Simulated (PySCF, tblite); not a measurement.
# C₆H₁₃ClGeO: geometry, infrared bands and NMR shifts

Wanted: the infrared bands and NMR shifts of C₆H₁₃ClGeO (`CC(C)=C(C)C[O][GeH2][Cl]`), by calculation.

The runs use tblite 0.8.0 and PySCF 2.14.0, with density-fitted response routines of our own; the level of theory stands in each step. All values are computed, except where a source is named. Atoms are numbered from 0 throughout.

### Step 1. The molecule as given

22 atoms, charge 0, multiplicity 1; geometry from: force field or distance geometry start.

Bonds of the start (Å): C0–C1 1.51, C1–C2 1.50, C1–C3 1.37, C3–C4 1.53, C3–C5 1.51, C5–O6 1.41, O6–Ge7 1.81, Ge7–Cl8 2.16, C0–H9 1.11, C0–H10 1.10, C0–H11 1.12, C2–H12 1.10, C2–H13 1.11, C2–H14 1.13, C4–H15 1.11, C4–H16 1.11, C4–H17 1.10, C5–H18 1.12, C5–H19 1.12, Ge7–H20 1.55, Ge7–H21 1.55.

### Step 2. Geometry optimisation with GFN2-xTB

The job: settings as JSON, then the geometry in Å.

```
{"job": {"kind": "relax", "xc": "GFN2-xTB", "basis": "xTB"}, "charge": 0, "multiplicity": 1}
C     -0.846000     1.665400    -0.417400
C     -1.278300     0.263500    -0.061100
C     -2.700600    -0.147500    -0.307300
C     -0.388200    -0.615300     0.492200
C     -0.823800    -2.026500     0.881800
C      1.050100    -0.234100     0.758100
O      1.728100    -0.103800    -0.471700
Ge     3.385100     0.537500    -0.135200
Cl     3.270700     2.661300     0.227500
H     -0.520600     2.212600     0.493300
H     -0.039100     1.643100    -1.166800
H     -1.695700     2.243200    -0.857300
H     -2.748700    -0.994400    -1.011500
H     -3.197700    -0.435200     0.638300
H     -3.303000     0.694000    -0.751000
H      0.012000    -2.621800     1.301700
H     -1.197500    -2.555700    -0.019800
H     -1.623200    -1.988100     1.643600
H      1.070300     0.719700     1.347200
H      1.562600    -1.006600     1.387700
H      3.994500    -0.170300     1.097300
H      4.278700     0.278700    -1.372800
```

Command:

```bash
$ OMP_NUM_THREADS=1 python probes_run.py task.json out
```

The driver reads the jobs from task.json and runs them one after another.

**Question.** This job is followed by: GFN2-xTB harmonic vibrations, gas phase; GIAO PBE0/pcSseg-1 NMR shielding, non-relativistic, gas phase. Predict these results of the whole session: strongest single infrared mode (GFN2-xTB); zero-point energy (GFN2-xTB); ¹³C shifts against TMS (PBE0/pcSseg-1); ¹H shifts against TMS (PBE0/pcSseg-1, means over atoms taken as alike); ¹⁷O shifts against H2O (PBE0/pcSseg-1); ⁷³Ge shifts against GeMe4 (PBE0/pcSseg-1); ³⁵Cl shifts against HCl (PBE0/pcSseg-1); surface potential, 1st and 99th percentile.

The runs gave:

| quantity | value |
| --- | --- |
| strongest single infrared mode (GFN2-xTB) | 1980 cm⁻¹, 297 km/mol |
| zero-point energy (GFN2-xTB) | 107.3 kcal/mol |
| ¹³C shifts against TMS (PBE0/pcSseg-1) | 141.9, 135.2, 69.6, 23.7, 22.8, 22.2 ppm |
| ¹H shifts against TMS (PBE0/pcSseg-1, means over atoms taken as alike) | 5.76, 4.34, 1.97, 1.90, 1.79 ppm |
| ¹⁷O shifts against H2O (PBE0/pcSseg-1) | 58.8 ppm |
| ⁷³Ge shifts against GeMe4 (PBE0/pcSseg-1) | 18 ppm |
| ³⁵Cl shifts against HCl (PBE0/pcSseg-1) | -23 ppm |
| surface potential, 1st and 99th percentile | -1.38 V and 1.26 V |

What this shows: Over 182 steps the energy fell by 0.419 eV; of the close pairs, O6–Ge7 changed most, 1.808 to 1.734 Å. All 60 modes are real, so the xTB geometry is a minimum. The strongest single mode, at 1980 cm⁻¹, moves mainly H21. Unscaled tight-binding wavenumbers are off by several per cent, some by more. Its intensities can rank the bands wrongly. At PBE0/pcSseg-1: Shielding is most anisotropic at C1 (span 219 ppm, paramagnetic term -218 ppm). Spin-orbit coupling is left out, which matters for shieldings and couplings at and beside the heavy atoms.
